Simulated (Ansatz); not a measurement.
# As₂+ (quartet): the correlation ladder, cc-pVDZ

How much of the correlation energy of As₂+ (quartet) does each wave-function method recover here?

The runs use Ansatz 0.2.0, Gaussian basis; cc-pVDZ, core rule «outside noble gas», up to 28 orbitals frozen.

To be run: UHF; CCSD(T) on ROHF; CCSD(T) on UHF; BCCD(T) on ROHF; CISD as a restricted active space (open shells left free, so some higher excitations enter); CCSDT(Q) on ROHF; CCSDT(Q) on UHF; CISDTQ; CCSDTQ on ROHF; CCSDTQ on UHF; CASSCF and MRCISD+Q, 9 electrons in 8 orbitals; CASSCF and NEVPT4(SD), 9 electrons in 8 orbitals; CASSCF and NEVPT2, 9 electrons in 8 orbitals.

8 further runs of the same task are left out: 2 that didn't finish, 6 set aside as unsound or not needed. Runs told in other sessions of the task aren't counted.

## (1) The geometry

The geometry is a PBE0/def2-TZVP stationary point (not a proven minimum) of the parent state, kept for this charge and spin. No spin-orbit coupling is included. The filled d shell of As may be among the frozen orbitals whatever the setting's name suggests.

2 atoms, charge 1, spin multiplicity 4.

Atoms are counted from 1 here; the program's logs count them from 0.

Bond lengths: As1–As2 2.276 Å.

## (2) UHF

File in.yaml:

```yaml
crystal:
  periodic: [false, false, false]
  atoms:
    - {symbol: As, position_ang: [0.000000, 0.000000, 0.000000]}
    - {symbol: As, position_ang: [0.000000, 0.000000, 2.275600]}
basis:
  gaussian: {orbitals: cc-pVDZ}
total_charge: 1
magnetization: {spin_polarized: true, initial_magnetization: 3}
hamiltonian: {xc: hf}
output: {orbitals: {seedname: orbitals}}
```

Started as:

```console
$ ansatz run in.yaml --threads 1 --pin off --events-out ev --progress --plain --max-ram 3968MiB --backend cpu
```

After this run come: CCSD(T) on ROHF; CCSD(T) on UHF; BCCD(T) on ROHF; CISD as a restricted active space (open shells left free, so some higher excitations enter); CCSDT(Q) on ROHF; CCSDT(Q) on UHF; CISDTQ; CCSDTQ on ROHF; CCSDTQ on UHF; CASSCF and MRCISD+Q, 9 electrons in 8 orbitals; CASSCF and NEVPT4(SD), 9 electrons in 8 orbitals; CASSCF and NEVPT2, 9 electrons in 8 orbitals.

Before running them: what should the planned runs give, taken together? Wanted: UCCSDTQ from the RHF energy; RMP2 from UCCSDTQ; UMP2 from UCCSDTQ; RCCSD from UCCSDTQ; RCCSD(T) from UCCSDTQ; UCCSD(T) from UCCSDTQ; RCCSDT(Q) from UCCSDTQ; UCCSDT(Q) from UCCSDTQ; NEVPT2 valence from UCCSDTQ.

As calculated:

```
                         quantity                                                                                                  value
      UCCSDTQ from the ROHF energy                                                                                             -4.6264 eV
                RMP2 from UCCSDTQ                                                                                             +996.6 meV
                UMP2 from UCCSDTQ                                                                                            +1021.2 meV
               RCCSD from UCCSDTQ                                                                                             +195.1 meV
            RCCSD(T) from UCCSDTQ                                                                                              +51.7 meV
            UCCSD(T) from UCCSDTQ                                                                                              +41.6 meV
           RCCSDT(Q) from UCCSDTQ                                                                                              +11.5 meV
           UCCSDT(Q) from UCCSDTQ                                                                                               +1.1 meV
      NEVPT2 valence from UCCSDTQ                                                                                             +753.4 meV
  NEVPT4(SD) valence from UCCSDTQ                                                                                              +41.4 meV
    MRCISD+Q valence from UCCSDTQ                                                                                              -11.4 meV
levels within 1 kcal/mol (43 meV)  UCCSD(T), RCCSDT, UCCSDT, CISDTQ, RCCSDT(Q), UCCSDT(Q), RCCSDTQ, NEVPT4(SD) valence, MRCISD+Q valence
                    T1 diagnostic                                                                                                  0.019
   effectively unpaired electrons                                                                                                   3.03
```

In words: RCCSD(T) lands +51.7 meV from the yardstick (1.1 % of the correlation energy). One determinant dominates. Of the multireference levels listed MRCISD+Q valence comes nearest in total energy (-11.4 meV), which doesn't show that its space is the better one. These misses are within one basis, not against nature; the frozen cores of restricted and unrestricted runs differ, which can shift their rows.

With open shells the CI space here admits some higher excitations, so it is larger than plain CISD.
